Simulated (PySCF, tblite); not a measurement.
**C7H13P: geometry, infrared bands and NMR shifts**

What infrared bands and NMR shifts should C7H13P (`CC=C=PCC(C)C`) show?

The runs use tblite 0.8.0 and PySCF 2.14.0, with density-fitted response routines of our own; the level of theory stands in each step. All values are computed, except where a source is named. Atoms count from 0, in the outputs and in this text.

### 1 The starting structure

21 atoms, charge 0, multiplicity 1; geometry from: force field or distance geometry start.

Bonds of the start (Å): C0–C1 1.51, C1–C2 1.28, C2–P3 1.85, P3–C4 1.90, C4–C5 1.54, C5–C6 1.53, C5–C7 1.52, C0–H8 1.10, C0–H9 1.10, C0–H10 1.09, C1–H11 1.08, C4–H12 1.10, C4–H13 1.09, C5–H14 1.10, C6–H15 1.10, C6–H16 1.10, C6–H17 1.09, C7–H18 1.10, C7–H19 1.10, C7–H20 1.09.

### 2 Relaxing the molecule with GFN2-xTB

What the job is given:

```
{"job": {"kind": "relax", "xc": "GFN2-xTB", "basis": "xTB"}, "charge": 0, "multiplicity": 1}
C      2.922000     0.676200     1.253500
C      2.597200     1.653900     0.156000
C      1.467900     1.735000    -0.442900
P     -0.153200     1.865600    -1.319400
C     -1.145400     0.864200    -0.043000
C     -1.008600    -0.659900    -0.201000
C     -1.520200    -1.345200     1.064900
C     -1.760700    -1.193600    -1.408800
H      2.054300     0.052300     1.507000
H      3.218500     1.214600     2.160800
H      3.730100     0.020600     0.945600
H      3.395700     2.317700    -0.136400
H     -2.202400     1.159200    -0.131400
H     -0.819100     1.177000     0.948200
H      0.050600    -0.922600    -0.308400
H     -1.418900    -2.434700     1.003700
H     -2.577100    -1.117200     1.245300
H     -0.955600    -1.027900     1.947500
H     -1.680200    -2.285700    -1.465000
H     -2.827000    -0.948100    -1.348900
H     -1.376900    -0.784600    -2.345000
```

On the command line:

```
$ OMP_NUM_THREADS=1 python probes_run.py task.json out
```

One launch serves the whole session: the jobs run in the order shown.

**Question.** This job is followed by: GFN2-xTB harmonic vibrations, gas phase; GIAO PBE0/pcSseg-1 NMR shielding, non-relativistic, gas phase. Predict these results of the whole session: strongest single infrared mode (GFN2-xTB); zero-point energy (GFN2-xTB); 13C shifts against TMS (PBE0/pcSseg-1, means over atoms taken as alike); 1H shifts against TMS (PBE0/pcSseg-1, means over atoms taken as alike); 31P shifts against H3PO4 (PBE0/pcSseg-1).

**Answer**, as computed:

```
                                                               quantity                                     value
                              strongest single infrared mode (GFN2-xTB)                      3028 cm⁻¹, 74 km/mol
                                           zero-point energy (GFN2-xTB)                            112.2 kcal/mol
13C shifts against TMS (PBE0/pcSseg-1, means over atoms taken as alike)  267.7, 111.9, 44.7, 37.1, 25.8, 19.8 ppm
 1H shifts against TMS (PBE0/pcSseg-1, means over atoms taken as alike)          6.28, 1.91, 1.75, 1.60, 1.09 ppm
                               31P shifts against H3PO4 (PBE0/pcSseg-1)                                  74.2 ppm
```

What this shows: Relaxing lowered the energy by 1.757 eV in 167 steps; the close pair that moved most is C2–P3, from 1.848 to 1.637 Å. The lowest mode is slightly imaginary (10i cm⁻¹), a soft motion within the noise of the Hessian, so the minimum is not strictly shown. GFN2-xTB is a fitted tight-binding method: band positions and strengths are rough. Its intensities can rank the bands wrongly. The most deshielded hydrogen is H11 (hydrogen on an alkene CH), at 6.28 ppm: a vinylic proton, deshielded by the sp2 carbon and the C=C anisotropy. At PBE0/pcSseg-1: The widest tensor belongs to P3: span 367 ppm, with a paramagnetic part of -725 ppm.
